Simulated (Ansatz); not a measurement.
Predict the output of the script below (Ansatz 0.2.0 through its Python package).

Contents of `k3yf6.extxyz`:
```text
10
Lattice="0.0 4.718105 4.718105 4.718105 0.0 4.718105 4.718105 4.718105 0.0" Properties=species:S:1:pos:R:3 pbc="T T T"
K     7.07715750    7.07715750    7.07715750
K     2.35905250    2.35905250    2.35905250
K     4.71810500    4.71810500    4.71810500
Y     0.00000000    0.00000000    0.00000000
F     2.18133092    4.71810500    4.71810500
F     4.71810500    4.71810500    2.18133092
F     7.25487908    4.71810500    4.71810500
F     4.71810500    2.18133092    4.71810500
F     4.71810500    7.25487908    4.71810500
F     4.71810500    4.71810500    7.25487908
```

Script `k3yf6_vcrelax.py`:
```python
# -*- coding: utf-8 -*-
"""Cell relaxation of K3YF6."""

from dataclasses import dataclass
import json
import warnings

import ansatz as az
from ase import Atoms
from ase.data import atomic_numbers
from ase.io import write
import numpy as np
import spglib


@dataclass(frozen=True)
class RunConfig:
    k_spacing: float = 0.72
    filling: str = "Fixed"
    tolerance: float = 1e-07
    extra_bands: int = 12
    force_tol: float = 0.001


opts = RunConfig()

def edges_and_angles(cell):
    cell = np.asarray(cell)
    a, b, c = np.linalg.norm(cell, axis=1)
    cosines = cell[1] @ cell[2] / (b * c), cell[0] @ cell[2] / (a * c), cell[0] @ cell[1] / (a * b)
    return (a, b, c, *np.degrees(np.arccos(cosines)))

warnings.simplefilter("ignore", az.DeckWarning)

cell = az.Crystal.from_extxyz("k3yf6.extxyz")

# every cell quantity that the symmetry leaves free
base = (
    cell.calculation()
    .functional(az.Functional.LDA)
    .pseudopotentials("paw")
    .accuracy("low")
    .kpoints(spacing=opts.k_spacing)
    .occupations(opts.filling)
    .scf(tolerance=opts.tolerance, extra_bands=opts.extra_bands)
    .relax(force_tolerance=opts.force_tol, cell=True)
)
outcome = base.run(events_out="stream.ndjson")
with open("stream.ndjson") as stream:
    events = [json.loads(line) for line in stream]
steps = [e["data"] for e in events if e["event"] == "relax_step"]
rep = outcome.report
print("step   energy (eV)     max comp. (eV/A)   P (GPa)  SCF")
for s in steps:
    print(f"{s['step']:4d} {s['lagrangian_ev']:15.5f} {s['allowed_force_max_ev_ang']:12.4f} {s['pressure_gpa']:10.3f} {s['n_scf']:5d}")

first, last = steps[0], steps[-1]
symbols = [site.symbol for site in outcome.lattice.sites]
print(f"energy gained {first['lagrangian_ev'] - last['lagrangian_ev']:.4f} eV in {len(steps) - 1} steps")
for label, vectors in (("before", first["cell_ang"]), ("after", outcome.lattice.cell_ang)):
    print(label, "a b c (A) {:.4f} {:.4f} {:.4f}  angles {:.2f} {:.2f} {:.2f}".format(*edges_and_angles(vectors)), f" V = {abs(np.linalg.det(vectors)):.3f} A^3")
print("final stress xx yy zz (GPa, compression positive):", np.round(np.diag(rep["stress_gpa"]), 3) + 0.0)

relaxed = Atoms(symbols, positions=[site.position_ang for site in outcome.lattice.sites], cell=outcome.lattice.cell_ang, pbc=True)
write("relaxed.cif", relaxed, format="cif")

fractions = [site.position_frac for site in outcome.lattice.sites]
numbers = [atomic_numbers[s] for s in symbols]
for tolerance in (1e-3, 1e-2, 1e-1):
    print(f"space group at {tolerance} A:", spglib.get_spacegroup((outcome.lattice.cell_ang, fractions, numbers), symprec=tolerance))

n_atoms = len(rep["lattice"]["sites"])
print("F =", round(rep["free_energy_ev"], 4), "eV for", n_atoms, "atoms")
print("E(sigma -> 0) =", round(rep["energy_sigma0_ev"], 4), "eV, TS =", round(rep["entropy_ts_ev"], 5), "eV")
print("closed by", rep["closed_by"], "after", rep["n_iterations"], "iterations")
```

Output of `python k3yf6_vcrelax.py`:
```text
step   energy (eV)     max comp. (eV/A)   P (GPa)  SCF
   1    -13012.37451       0.3872     -4.512     6
   2    -13012.76789       0.1032      0.089     7
   3    -13012.77244       0.0627     -0.016     5
   4    -13012.77144       0.0005     -0.007     5
   5    -13012.73507       0.0024     -0.463     4
   6    -13012.74506       0.0106      0.115     5
   7    -13012.74406       0.0001      0.006     5
   8    -13012.73264       0.0005     -0.041     4
energy gained 0.3581 eV in 7 steps
before a b c (A) 6.6724 6.6724 6.6724  angles 60.00 60.00 60.00  V = 210.055 A^3
after a b c (A) 6.3996 6.3996 6.3996  angles 60.00 60.00 60.00  V = 185.326 A^3
final stress xx yy zz (GPa, compression positive): [-0.041 -0.041 -0.041]
space group at 0.001 A: Fm-3m (225)
space group at 0.01 A: Fm-3m (225)
space group at 0.1 A: Fm-3m (225)
F = -13012.7326 eV for 10 atoms
E(sigma -> 0) = -13012.7326 eV, TS = 0.0 eV
closed by deck_thresholds after 4 iterations
```

`relaxed.cif`, as written:
```cif
data_image0
_chemical_formula_structural       K3YF6
_chemical_formula_sum              "K3 Y1 F6"
_cell_length_a       6.3995637375332945
_cell_length_b       6.3995637375332945
_cell_length_c       6.3995637375332945
_cell_angle_alpha    60.00000000000001
_cell_angle_beta     60.00000000000001
_cell_angle_gamma    60.00000000000001

_space_group_name_H-M_alt    "P 1"
_space_group_IT_number       1

loop_
  _space_group_symop_operation_xyz
  'x, y, z'

loop_
  _atom_site_type_symbol
  _atom_site_label
  _atom_site_symmetry_multiplicity
  _atom_site_fract_x
  _atom_site_fract_y
  _atom_site_fract_z
  _atom_site_occupancy
  K   K1        1.0  0.75  0.75  0.75  1.0000
  K   K2        1.0  0.25  0.25  0.25  1.0000
  K   K3        1.0  0.5  0.5  0.5  1.0000
  Y   Y1        1.0  9.191844373836548e-20  0.0  7.353475499069248e-20  1.0000
  F   F1        1.0  0.7657628167845613  0.23423718321543865  0.23423718321543874  1.0000
  F   F2        1.0  0.23423718321543874  0.23423718321543874  0.7657628167845613  1.0000
  F   F3        1.0  0.23423718321543865  0.7657628167845613  0.7657628167845614  1.0000
  F   F4        1.0  0.23423718321543865  0.7657628167845613  0.23423718321543874  1.0000
  F   F5        1.0  0.7657628167845613  0.23423718321543865  0.7657628167845614  1.0000
  F   F6        1.0  0.7657628167845613  0.7657628167845613  0.23423718321543865  1.0000
```

Reading the output:
- The settings weren't tested for convergence.
- Spin is left out of this run.
- Under fixed occupations the level called the Fermi level is the highest filled one on the SCF mesh; off the mesh a filled band can lie a little above it.
- The k-point mesh is coarse, and energy and stress weren't tested for convergence.
- Energies along a relaxation are free energies. Rows at an unchanged volume are solved on a plane-wave basis chosen afresh for that cell, so the energy jumps there and such rows are no steps of the walk.
- Edges and angles are those of the cell as typed, here a primitive one, not of the conventional cell.
- The structure comes from a database of computed cells and needn't be a stable or known phase.
- The script silences the warnings on its input, which a real study should read.
- Run time: 10 s on 1 thread of Arm Neoverse V2, with other jobs on the host, peak memory 0.51 GiB.

(A comment or docstring line of the script was reworded after the run, the code is as it ran; lines on the test bed's own set-up are left out of the output.)
